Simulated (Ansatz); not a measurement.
# CH4F2Si (SMILES C[SiH](F)F): RPA@PBE0/cc-pVDZ

Aim: the energy change on altering one bond length of CH4F2Si at RPA@PBE0/cc-pVDZ, from 2 runs. 

The results are computed with Ansatz 0.2.0.

61 further runs of the same task are left out: 1 that didn't finish, 60 set aside as unsound or not needed.

**1. Starting point**

CH4F2Si has 8 atoms, charge 0, and is taken as a singlet. As SMILES, `C[SiH](F)F`. Geometry: relaxed at PBE0-D4/def2-TZVP.

Bond lengths: C1–Si2 1.840 Å, Si2–F3 1.591 Å, Si2–F4 1.591 Å, C1–H5 1.092 Å, C1–H6 1.093 Å, C1–H7 1.093 Å, Si2–H8 1.477 Å. Some angles: C1–Si2–F3 109.8°, C1–Si2–F4 109.8°, F3–Si2–F4 106.8°, C1–Si2–H8 114.8°, F3–Si2–H8 107.6°, F4–Si2–H8 107.6°, Si2–C1–H5 110.7°, Si2–C1–H6 110.6°, Si2–C1–H7 110.6°, H5–C1–H6 108.3°.

**2. The energy at RPA@PBE0/cc-pVDZ**

Input file run.yaml:

```yaml
crystal:
  periodic: [false, false, false]
  atoms:
    - symbol: C
      position_ang: [-0.387100, 0.881700, -0.174700]
    - symbol: Si
      position_ang: [0.329300, -0.775200, 0.180600]
    - symbol: F
      position_ang: [1.916300, -0.678300, 0.226700]
    - symbol: F
      position_ang: [-0.035400, -1.783900, -0.994000]
    - symbol: H
      position_ang: [-0.013400, 1.269000, -1.125400]
    - symbol: H
      position_ang: [-0.122700, 1.591000, 0.613300]
    - symbol: H
      position_ang: [-1.476800, 0.824400, -0.231400]
    - symbol: H
      position_ang: [-0.118100, -1.385700, 1.449000]
basis:
  gaussian: {orbitals: cc-pVDZ}
hamiltonian: {xc: {name: PBE0}}
correlation: {method: rpa, frozen_orbitals: {C: 1, F: 1, H: 0, Si: 5}}
accuracy: high
```

The run is started by

```console
$ ansatz run run.yaml --threads 1 --pin off --max-ram 3480MiB --events-out events.jsonl --progress --plain --runs-dir runs
```

The log of the run:

```text
Warning: RAYON_NUM_THREADS=1 ignored (pool sized by the plan → 1); use --threads N
Functional definition: PBE0
  name "PBE0"
  parameter a = 0.25
  parameter kappa = 0.804
  parameter beta = 0.06672455060314922
  exchange = (1 - a)*pbe_x(kappa = kappa, mu = beta*pi^2/3) + a*exact_x
  correlation = pbe_c(beta = beta)
1820 factors; integrals over basis functions are off by at most 3.9e-9 eV
mean field evaluation 1: about -14401.8434 eV, gradient 5.2e1 eV
mean field evaluation 2: about -14401.9891 eV, gradient 5.2e1 eV
mean field evaluation 4: about -14407.1119 eV, gradient 5.6e0 eV
mean field evaluation 8: about -14407.1751 eV, gradient 1.9e-1 eV
mean field evaluation 16: about -14407.1752 eV, gradient 3.8e-5 eV
mean field -14407.17522938 eV, -529.4539241455 hartree, gradient 5.1e-8 eV, S^2 0.000000; 0 other end points of the search recorded, 0 dependent functions left out
8 core orbitals not correlated: weight in the atoms' cores, before any rotation towards them, 1.000 or more for the frozen orbitals, at most 0.000 for the correlated occupied ones
reference -14371.00863540 eV, -528.1248263316 hartree; 13, 13 occupied and 59, 59 virtual orbitals, 1820 factors
Total energy: -14394.77842478 eV, -528.9983499794 hartree
```

Wall time 14 s (1 thread of Arm Neoverse V1, shared host); peak memory 0.26 GiB.

**3. The distorted shape**

Input file in.yaml:

```yaml
crystal:
  periodic: [false, false, false]
  atoms:
    - {symbol: C, position_ang: [-0.602015, 1.378759, -0.281288]}
    - {symbol: Si, position_ang: [0.329300, -0.775200, 0.180600]}
    - {symbol: F, position_ang: [1.916300, -0.678300, 0.226700]}
    - {symbol: F, position_ang: [-0.035400, -1.783900, -0.994000]}
    - {symbol: H, position_ang: [-0.228315, 1.766059, -1.231988]}
    - {symbol: H, position_ang: [-0.337615, 2.088059, 0.506712]}
    - {symbol: H, position_ang: [-1.691715, 1.321459, -0.337988]}
    - {symbol: H, position_ang: [-0.118100, -1.385700, 1.449000]}
basis:
  gaussian:
    orbitals: cc-pVDZ
hamiltonian:
  xc: pbe0
correlation:
  method: rpa
  frozen_orbitals: {C: 1, F: 1, H: 0, Si: 5}
accuracy: high
```

The run is started by

```console
$ ansatz run in.yaml --threads 1 --pin off --max-ram 3480MiB --events-out events.jsonl --progress --plain --runs-dir runs
```

The log of the run, shortened:

```text
Warning: RAYON_NUM_THREADS=1 ignored (pool sized by the plan → 1); use --threads N
Functional definition: PBE0
  name "PBE0"
[...]
1800 factors; integrals over basis functions are off by at most 3.5e-9 eV
[...]
mean field -14405.74350298 eV, -529.4013091709 hartree, gradient 8.6e-8 eV, S^2 0.000000; 0 other end points of the search recorded, 0 dependent functions left out
8 core orbitals not correlated: weight in the atoms' cores, before any rotation towards them, 1.000 or more for the frozen orbitals, at most 0.000 for the correlated occupied ones
reference -14369.41303737 eV, -528.0661891853 hartree; 13, 13 occupied and 59, 59 virtual orbitals, 1800 factors
Total energy: -14393.43024325 eV, -528.9488052221 hartree
```

Run time: 14 s. Hardware: 1 thread of Arm Neoverse V1, shared host; peak memory 0.26 GiB.

**4. What came out**

Level: RPA@PBE0/cc-pVDZ, 8 core orbitals frozen.

```
                                                          quantity          value
                                         first shape: total energy  -528.99835 Eh
                     first shape: RPA correlation energy (valence)     -873.5 mEh
                                     distorted shape: total energy  -528.94881 Eh
                 distorted shape: RPA correlation energy (valence)     -882.6 mEh
energy change with the C1–Si2 bond stretched from 1.840 to 2.392 Å       1.348 eV
```

What this shows: With the C1–Si2 bond stretched from 1.840 to 2.392 Å the energy rises by 1.35 eV (31 kcal/mol). The first shape isn't relaxed at this level, so the change isn't measured from a minimum.
